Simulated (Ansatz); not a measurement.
# Cl2H3O2Si2 radical: a ladder of functionals and wavefunction methods

An exercise on one series of results from a longer session: the logs are not shown, and one member is left open.

The runs use Ansatz 0.2.0, Gaussian basis; functionals in def2-TZVPP, the program's frozen cores in correlated methods.

Levels to be run: PBE-D4, r2SCAN-D4, PBE0-D4, B3LYP-D4, ωB97X-V, ωB97M-V, B2PLYP; CCSD(T)/def2-TZVPP; MP2/def2-QZVPP; extrapolation to the limit.

## The relaxed structure

The geometry comes from an earlier relaxation with PBE0-D4 in a triple-zeta def2 set; it is a stationary point, not always the lowest conformer.

9 atoms, charge 0, spin multiplicity 2.

Atoms are counted from 1 here; the program's logs count them from 0.

Bond lengths: O1–Si2 1.621 Å, O1–H7 0.959 Å, Si2–Cl3 2.047 Å, Si2–O4 1.629 Å, Si2–H8 1.467 Å, O4–Si5 1.630 Å, Si5–Cl6 2.057 Å, Si5–H9 1.491 Å. Angles: Si2–O1–H7 119.5°, O1–Si2–Cl3 110.7°, O1–Si2–O4 110.5°, O1–Si2–H8 107.2°, Cl3–Si2–O4 107.3°, Cl3–Si2–H8 109.8°, O4–Si2–H8 111.3°, Si2–O4–Si5 148.2°, O4–Si5–Cl6 110.0°, O4–Si5–H9 108.1°, Cl6–Si5–H9 107.8°.

Coordinates:

```
O     1.36257   -1.83482    0.65600
Si    0.93751   -0.29555    0.37853
Cl    1.81409    0.39913   -1.33580
O    -0.67455   -0.17593    0.18059
Si   -1.98466    0.78334    0.03856
Cl   -1.40000    2.73914   -0.21414
H     1.28437   -2.47979   -0.04885
H     1.39382    0.49558    1.52713
H    -2.73314    0.36890   -1.18201
```

The first run:

Input file in.yaml:

```yaml
crystal:
  periodic: [false, false, false]
  atoms:
    - {symbol: O, position_ang: [1.362567, -1.834823, 0.655997]}
    - {symbol: Si, position_ang: [0.937510, -0.295553, 0.378533]}
    - {symbol: Cl, position_ang: [1.814090, 0.399131, -1.335805]}
    - {symbol: O, position_ang: [-0.674554, -0.175933, 0.180586]}
    - {symbol: Si, position_ang: [-1.984658, 0.783344, 0.038563]}
    - {symbol: Cl, position_ang: [-1.399997, 2.739142, -0.214143]}
    - {symbol: H, position_ang: [1.284368, -2.479791, -0.048848]}
    - {symbol: H, position_ang: [1.393816, 0.495579, 1.527130]}
    - {symbol: H, position_ang: [-2.733142, 0.368904, -1.182014]}
basis:
  gaussian: {orbitals: def2-TZVPP}
magnetization: {spin_polarized: true, initial_magnetization: 1}
hamiltonian: {xc: pbe, dispersion: d4}
output: {forces: true, orbitals: {seedname: orbitals}}
```

The run is started by

```console
$ ansatz run in.yaml --threads 2 --pin off --events-out ev --progress --plain --max-ram 22528MiB --backend cuda --devices 0, --max-vram 18GiB
```

Among the steps run: PBE-D4 (GGA); r2SCAN-D4 (meta-GGA); PBE0-D4 (hybrid); B3LYP-D4 (hybrid); ωB97X-V (range-separated); ωB97M-V (range-separated); B2PLYP (double hybrid); CCSD(T) in def2-TZVPP; MP2 in def2-QZVPP.

One of the session's tables, all rows but one given; the rest of the session is left out.

It belongs to the step «Atomisation energies». 

```
            method  atomisation energy (kcal/mol)
            PBE-D4                          789.6
         r2SCAN-D4                          789.2
           PBE0-D4                          775.2
          B3LYP-D4                          775.2
           ωB97X-V                          786.1
           ωB97M-V                              ?
            B2PLYP                          769.4
     HF/def2-TZVPP                          570.1
    MP2/def2-TZVPP                          785.8
   CCSD/def2-TZVPP                          744.1
CCSD(T)/def2-TZVPP                          757.6
           MP2/CBS                          814.1
       CCSD(T)/CBS                          785.8
```

Q: Estimate the row for ωB97M-V from the others.

As computed: atomisation energy (kcal/mol): 785.4. In the column «atomisation energy (kcal/mol)» it lies between B3LYP-D4 (775.2) and MP2/def2-TZVPP (785.8).
